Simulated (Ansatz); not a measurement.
# H2SSn: the cost of one run

Program: Ansatz 0.2.0, Gaussian basis. Level of theory: PBE0-D4/def2-TZVP structures, single points in def2-TZVPP, no counterpoise correction. These are calculated values, not measurements.

Levels: SPW92, PBE-D4, BLYP-D4, r2SCAN-D4, B97M-V, PBE0-D4, B3LYP-D4, r2SCAN0-D4, BHLYP-D4, CAM-B3LYP-D4, wB97X-V, wB97M-V, B2PLYP, PBE-QIDH, RPA on PBE, Hartree-Fock, MP2, CCSD, CCSD(T).

Correlated methods freeze the cores. Filled d shells of the heavier atoms are correlated. Core potentials replace the inner electrons past krypton, and spin-orbit coupling is left out. B3LYP uses VWN-RPA correlation. B2PLYP carries no dispersion term here.

50 further runs of the same task are left out: 50 set aside as unsound or not needed.

## 1. The starting structure

The complex: 9 atoms, charge 0, spin multiplicity 1.

Atoms are counted from 1 here; the program's logs count them from 0.

Bond lengths: Sn1–S3 2.202 Å, Sn1–H5 1.711 Å, Sn1–H6 1.711 Å, C2–H4 1.091 Å, C2–H7 1.091 Å, C2–H8 1.091 Å, C2–H9 1.090 Å. Angles: S3–Sn1–H5 125.2°, S3–Sn1–H6 125.2°, H5–Sn1–H6 109.5°, H4–C2–H7 110.1°, H4–C2–H8 110.2°, H4–C2–H9 109.0°, H7–C2–H8 110.3°, H7–C2–H9 108.6°, H8–C2–H9 108.6°.

Geometry (Å):

```mol
CH6SSn
  3D, bonds by distance, orders not assigned

  9  7  0  0  0  0  0  0  0  0999 V2000
    0.0459   -1.7465    0.7232 Sn  0  0
   -0.0492    1.4228   -0.5457 C   0  0
    0.6835   -2.9145   -1.0313 S   0  0
    0.2510    0.7245   -1.3277 H   0  0
    1.0962   -1.0600    1.8865 H   0  0
   -1.5776   -1.4306    1.1615 H   0  0
    0.6729    1.4041    0.2723 H   0  0
   -1.0451    1.1701   -0.1780 H   0  0
   -0.0776    2.4302   -0.9608 H   0  0
  1  3  8  0
  1  5  8  0
  1  6  8  0
  2  4  8  0
  2  7  8  0
  2  8  8  0
  2  9  8  0
M  END
```

Its parts: SnH2S holds atoms 1, 3, 5, 6; CH4 holds atoms 2, 4, 7, 8, 9. Each part counts its atoms afresh in its own runs.

## 2. Relaxing SnH2S alone

The input, relax-a/in.yaml:

```yaml
crystal:
  periodic: [false, false, false]
  atoms:
    - {symbol: Sn, position_ang: [0.045900, -1.746518, 0.723229]}
    - {symbol: S, position_ang: [0.683547, -2.914487, -1.031292]}
    - {symbol: H, position_ang: [1.096216, -1.060049, 1.886518]}
    - {symbol: H, position_ang: [-1.577607, -1.430582, 1.161472]}
basis:
  gaussian: {orbitals: def2-TZVP}
hamiltonian: {xc: pbe0, dispersion: d4}
relax: {f_tol: 0.005, max_steps: 200}
```

Run with:

```console
> ansatz run in.yaml --threads 4 --pin off --events-out ev --progress --plain --max-ram 9574MiB
```

**Question.** How long does this run take on 4 threads of Intel Xeon at 2.50GHz, shared host?

About 6.5 s.
